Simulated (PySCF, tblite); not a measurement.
# C3H6BrClGa−: geometry, infrared bands and NMR shifts

What infrared bands and NMR shifts should C3H6BrClGa− (`C=C[CH2][Ga@@H-]([Cl])[Br]`) show?

The runs use tblite 0.8.0 and PySCF 2.14.0, with density-fitted response routines of our own; the level of theory stands in each step. All values are computed, except where a source is named. Atoms are numbered from 0 throughout.

### Step 1. The starting structure

12 atoms, charge -1, multiplicity 1; geometry from: force field or distance geometry start.

Bonds of the start (Å): C0–C1 1.34, C1–C2 1.46, C2–Ga3 2.01, Ga3–Cl4 2.20, Ga3–Br5 2.39, C0–H6 1.09, C0–H7 1.09, C1–H8 1.09, C2–H9 1.09, C2–H10 1.11, Ga3–H11 1.61.

### Step 2. Relaxing the molecule with GFN2-xTB

The job: settings as JSON, then the geometry in Å.

```
{"job": {"kind": "relax", "xc": "GFN2-xTB", "basis": "xTB"}, "charge": -1, "multiplicity": 1}
C      2.043800    -0.497800     0.421500
C      0.797000    -0.729100    -0.025000
C      0.020800     0.215500    -0.823800
Ga    -1.664400     0.672400     0.174900
Cl    -3.320000     1.179000    -1.176800
Br    -2.340800    -1.220100     1.466600
H      2.576600     0.425700     0.219600
H      2.537500    -1.266100     1.021800
H      0.367400    -1.693500     0.249000
H      0.587800     1.145600    -0.894200
H     -0.204300    -0.120400    -1.856300
H     -1.400200     1.888300     1.196700
```

Started as:

```
$ OMP_NUM_THREADS=1 python probes_run.py task.json out
```

One launch serves the whole session: the jobs run in the order shown.

The log of the run:

```text
step      E/eV     max force
  0    -535.35746    1.602
  1    -535.39621    1.000
  2    -535.42611    0.480
  3    -535.44979    0.396
  4    -535.45856    0.261
  5    -535.46781    0.309
  6    -535.47692    0.284
  7    -535.48778    0.300
  8    -535.49608    0.264
  9    -535.50137    0.179
 10    -535.50452    0.133
 11    -535.50744    0.160
 12    -535.51090    0.199
 13    -535.51449    0.245
 14    -535.51750    0.188
 15    -535.51983    0.116
 16    -535.52167    0.108
 17    -535.52317    0.124
 18    -535.52440    0.092
 19    -535.52538    0.079
 20    -535.52632    0.086
 21    -535.52746    0.114
 22    -535.52887    0.128
 23    -535.53043    0.109
 24    -535.53190    0.098
 25    -535.53300    0.076
 26    -535.53367    0.069
 27    -535.53403    0.037
 28    -535.53425    0.039
 29    -535.53449    0.047
 30    -535.53480    0.067
 31    -535.53518    0.057
 32    -535.53552    0.044
 33    -535.53579    0.045
 34    -535.53610    0.079
 35    -535.53662    0.119
 36    -535.53745    0.133
 37    -535.53837    0.093
 38    -535.53898    0.049
 39    -535.53932    0.040
 40    -535.53965    0.063
 41    -535.54009    0.072
 42    -535.54052    0.048
 43    -535.54084    0.049
 44    -535.54108    0.050
 45    -535.54140    0.065
 46    -535.54186    0.074
 47    -535.54240    0.060
 48    -535.54288    0.060
 49    -535.54327    0.049
 50    -535.54363    0.055
 51    -535.54398    0.055
 52    -535.54429    0.064
 53    -535.54456    0.058
 54    -535.54488    0.060
 55    -535.54529    0.072
 56    -535.54571    0.053
 57    -535.54605    0.055
 58    -535.54632    0.052
 59    -535.54659    0.047
 60    -535.54691    0.047
 61    -535.54729    0.058
 62    -535.54772    0.072
 63    -535.54829    0.079
 64    -535.54912    0.091
 65    -535.55002    0.082
 66    -535.55075    0.076
 67    -535.55126    0.061
 68    -535.55165    0.051
 69    -535.55212    0.066
 70    -535.55272    0.060
 71    -535.55355    0.058
 72    -535.55415    0.056
 73    -535.55443    0.055
 74    -535.55476    0.053
 75    -535.55510    0.032
 76    -535.55528    0.029
 77    -535.55534    0.020
 78    -535.55537    0.014
 79    -535.55540    0.011
 80    -535.55543    0.011
 81    -535.55545    0.012
 82    -535.55547    0.011
 83    -535.55550    0.011
 84    -535.55555    0.014
 85    -535.55560    0.013
 86    -535.55564    0.013
 87    -535.55566    0.015
 88    -535.55569    0.015
 89    -535.55574    0.017
 90    -535.55581    0.021
 91    -535.55591    0.026
 92    -535.55601    0.028
 93    -535.55612    0.032
 94    -535.55623    0.025
 95    -535.55633    0.018
 96    -535.55641    0.020
 97    -535.55646    0.018
 98    -535.55655    0.021
 99    -535.55672    0.025
100    -535.55698    0.036
101    -535.55724    0.034
102    -535.55737    0.021
103    -535.55742    0.019
104    -535.55746    0.019
105    -535.55752    0.017
106    -535.55764    0.024
107    -535.55782    0.029
108    -535.55797    0.026
109    -535.55805    0.018
110    -535.55807    0.007
```

It took 0.97 s on 1 thread of Intel Xeon at 2.70GHz, shared host; peak memory 0.18 GiB.

Relaxation path: (not every step is listed)

```csv
step,energy from step 0 (eV),largest force (eV/Å)
0,0.0000,1.6019
1,-0.0388,0.9999
2,-0.0687,0.4797
3,-0.0923,0.3959
4,-0.1011,0.2610
5,-0.1104,0.3086
6,-0.1195,0.2844
7,-0.1303,0.2998
8,-0.1386,0.2639
17,-0.1657,0.1241
26,-0.1762,0.0687
35,-0.1792,0.1189
44,-0.1836,0.0501
53,-0.1871,0.0579
62,-0.1903,0.0718
71,-0.1961,0.0579
80,-0.1980,0.0115
89,-0.1983,0.0167
98,-0.1991,0.0210
105,-0.2001,0.0173
106,-0.2002,0.0237
107,-0.2004,0.0294
108,-0.2005,0.0257
109,-0.2006,0.0180
110,-0.2006,0.0071
```

Distances of close pairs at the start and the end, largest changes first:

```csv
bond,before (Å),after (Å),change (Å)
C2–Ga3,2.011,2.078,+0.067
Ga3–Br5,2.389,2.336,-0.053
Ga3–Cl4,2.197,2.158,-0.039
Ga3–H11,1.610,1.582,-0.028
C0–C1,1.344,1.327,-0.017
C1–C2,1.460,1.477,+0.016
C0–H7,1.093,1.079,-0.014
C2–H10,1.109,1.102,-0.007
```

The next job starts from the end point, and lists it.

### Step 3. Harmonic vibrations with GFN2-xTB

The job: settings as JSON, then the geometry in Å.

```
{"job": {"kind": "ir", "xc": "GFN2-xTB", "basis": "xTB"}, "charge": -1, "multiplicity": 1}
C      2.053147    -0.300938     0.457519
C      0.916837    -0.768258    -0.043679
C     -0.029362     0.000073    -0.877096
Ga    -1.641817     0.669240     0.250322
Cl    -2.987085     1.838901    -0.965738
Br    -2.778926    -1.195047     1.081135
H      2.386696     0.706941     0.257557
H      2.680751    -0.892246     1.106169
H      0.613927    -1.785008     0.195250
H      0.475207     0.858796    -1.340504
H     -0.418016    -0.631988    -1.691714
H     -1.270160     1.498845     1.544752
```

The log of the run:

```text
mode    cm-1     km/mol
  1      28.5      0.41
  2      50.9      1.49
  3      78.4      1.02
  4     100.1      4.89
  5     131.4      9.32
  6     189.3      4.93
  7     256.6     20.12
  8     317.1     83.71
  9     382.9     36.38
 10     448.8     62.23
 11     526.7    149.49
 12     582.0    315.10
 13     652.0     54.25
 14     676.4    143.26
 15     826.9     28.99
 16     952.7     23.47
 17    1006.8      6.45
 18    1038.4     29.00
 19    1109.1    138.26
 20    1192.5     13.89
 21    1300.6      2.59
 22    1418.8     38.91
 23    1462.8      7.37
 24    1520.0    350.67
 25    1687.2     84.29
 26    2830.2     75.80
 27    2876.5     62.84
 28    2995.3     62.74
 29    3064.2     49.42
 30    3083.5    106.83
```

Wall time 0.77 s (1 thread of Intel Xeon at 2.70GHz, shared host); peak memory 0.18 GiB.

Which atoms move in the most intense modes:

```csv
cm⁻¹,km/mol,atoms
317,83.7,"Cl4 62 %, Ga3 37 %"
527,149.5,H11 75 %
582,315.1,H11 93 %
676,143.3,"H10 27 %, C2 23 %, H11 19 %, H9 15 %"
1109,138.3,"H10 45 %, C2 24 %, H9 22 %"
1520,350.7,H11 97 %
1687,84.3,"C1 50 %, C0 39 %"
3084,106.8,"H7 64 %, H6 25 %"
```

### Step 4. Nuclear shieldings: PBE0/pcSseg-1

Same as in step 3 but for these lines:

```diff
@@ -1,2 +1,2 @@
-{"job": {"kind": "ir", "xc": "GFN2-xTB", "basis": "xTB"}, "charge": -1, "multiplicity": 1}
+{"job": {"kind": "nmr", "xc": "PBE0", "basis": "pcSseg-1"}, "charge": -1, "multiplicity": 1}
 C      2.053147    -0.300938     0.457519
```

Method: GIAO PBE0/pcSseg-1 NMR shielding, non-relativistic, gas phase.

The log of the run:

```text
coarse grid: 51440 points
cycle   1  E = -5075.8304163875  dE = -1.429e+00  |g| = 1.219e+00  |ddm| = 3.312e+00
cycle   2  E = -5075.7881281072  dE =  4.229e-02  |g| = 1.218e+00  |ddm| = 1.323e+00
cycle   3  E = -5075.9511301632  dE = -1.630e-01  |g| = 2.044e-01  |ddm| = 8.320e-01
cycle   4  E = -5075.9559392875  dE = -4.809e-03  |g| = 3.790e-02  |ddm| = 1.586e-01
cycle   5  E = -5075.9561725071  dE = -2.332e-04  |g| = 9.627e-03  |ddm| = 4.050e-02
cycle   6  E = -5075.9561947113  dE = -2.220e-05  |g| = 3.009e-03  |ddm| = 1.206e-02
cycle   7  E = -5075.9561967559  dE = -2.045e-06  |g| = 9.181e-04  |ddm| = 3.195e-03
final grid: 103968 points
cycle   8  E = -5075.9562046270  dE =  2.875e-07  |g| = 1.518e-03  |ddm| = 2.998e-03
cycle   9  E = -5075.9562034598  dE =  1.167e-06  |g| = 2.628e-03  |ddm| = 3.564e-03
cycle  10  E = -5075.9562052195  dE = -1.760e-06  |g| = 1.240e-04  |ddm| = 2.219e-03
cycle  11  E = -5075.9562052234  dE = -3.984e-09  |g| = 1.835e-05  |ddm| = 1.403e-04
cycle  12  E = -5075.9562052235  dE = -3.820e-11  |g| = 4.915e-06  |ddm| = 1.291e-05
converged SCF energy = -5075.9562052235

GIAO shielding tensors (ppm)
atom      isotropic    diamagn.    paramagn.     s11        s22        s33       span
  0 C       84.178     254.235    -170.057    -19.196    118.000    153.730    172.926
  1 C       30.511     254.310    -223.798    -98.194     27.575    162.152    260.346
  2 C      151.659     250.596     -98.937    124.052    154.750    176.174     52.122
  3 Ga    1422.748    2635.581   -1212.833   1399.918   1418.758   1449.569     49.650
  4 Cl     991.700    1148.710    -157.010    929.572   1009.786   1035.742    106.169
  5 Br    2814.501    3126.957    -312.456   2671.679   2836.223   2935.602    263.923
  6 H       27.194      32.306      -5.112     23.986     25.763     31.834      7.848
  7 H       27.407      30.444      -3.036     23.973     26.043     32.206      8.232
  8 H       25.060      31.681      -6.621     21.724     23.345     30.111      8.387
  9 H       30.122      31.960      -1.838     25.702     29.653     35.011      9.309
 10 H       30.048      30.580      -0.533     26.750     29.305     34.089      7.339
 11 H       26.834      27.943      -1.109     20.430     22.128     37.942     17.512
```

It took 44 s on 1 thread of Intel Xeon at 2.70GHz, shared host; peak memory 0.93 GiB.

The references, computed at this level on geometries of the same kind, shield at (ppm): ¹H TMS 31.72, ¹³C TMS 186.9, ³⁵Cl HCl 950, ⁷⁹Br HBr 2622. Their shielding less the atom's gives the shift. The references are single molecules in the gas phase.

```csv
atoms,environment,σ (ppm),δ (ppm)
C1,alkene CH,30.5,156.4
C0,terminal =CH2 carbon,84.2,102.7
C2,allylic sp3 CH2 bonded to Ga,151.7,35.3
H8,hydrogen on an alkene CH,25.06,6.66
H11,"hydrogen on a Ga bonded to C, Br, Cl",26.83,4.88
H6,hydrogen on a terminal =CH2 carbon,27.19,4.52
H7,hydrogen on a terminal =CH2 carbon,27.41,4.31
H10,hydrogen on an allylic sp3 CH2 bonded to Ga,30.05,1.67
H9,hydrogen on an allylic sp3 CH2 bonded to Ga,30.12,1.60
Ga3,"Ga bonded to C, Br, Cl, H",1423,–
Cl4,chlorine bonded to Ga,992,-42
Br5,bromine bonded to Ga,2815,-192
```

Charges from the same density, by scheme (e):

```csv
atoms,Mulliken,IAO,Hirshfeld,ESP fit
C0,-0.21,-0.39,-0.16,-0.68
C1,-0.20,-0.09,-0.05,0.04
C2,-0.54,-0.55,-0.20,-0.37
Ga3,0.89,0.47,0.23,0.54
Cl4,-0.55,-0.44,-0.35,-0.47
Br5,-0.61,-0.43,-0.36,-0.47
```

Mayer bond orders: C0–C1 1.93, C1–C2 1.09, C2–Ga3 0.68, Ga3–Cl4 0.70, Ga3–Br5 0.64.

### Step 5. Outcome

| quantity | value |
| --- | --- |
| strongest single infrared mode (GFN2-xTB) | 1520 cm⁻¹, 351 km/mol |
| zero-point energy (GFN2-xTB) | 46.9 kcal/mol |
| ¹³C shifts against TMS (PBE0/pcSseg-1) | 156.4, 102.7, 35.3 ppm |
| ¹H shifts against TMS (PBE0/pcSseg-1) | 6.66, 4.88, 4.52, 4.31, 1.67, 1.60 ppm |
| ³⁵Cl shifts against HCl (PBE0/pcSseg-1) | -42 ppm |
| ⁷⁹Br shifts against HBr (PBE0/pcSseg-1) | -192 ppm |
| shieldings of Ga (PBE0/pcSseg-1) | Ga3 1422.7 ppm |

Over 110 steps the energy fell by 0.201 eV; of the close pairs, C2–Ga3 changed most, 2.011 to 2.078 Å. No mode is imaginary among the 30: a minimum at this level. The strongest single mode, at 1520 cm⁻¹, moves mainly H11. GFN2-xTB is a fitted tight-binding method: band positions and strengths are rough. Its intensities can rank the bands wrongly. Spin-orbit coupling is left out, which matters for shieldings and couplings at and beside the heavy atoms.
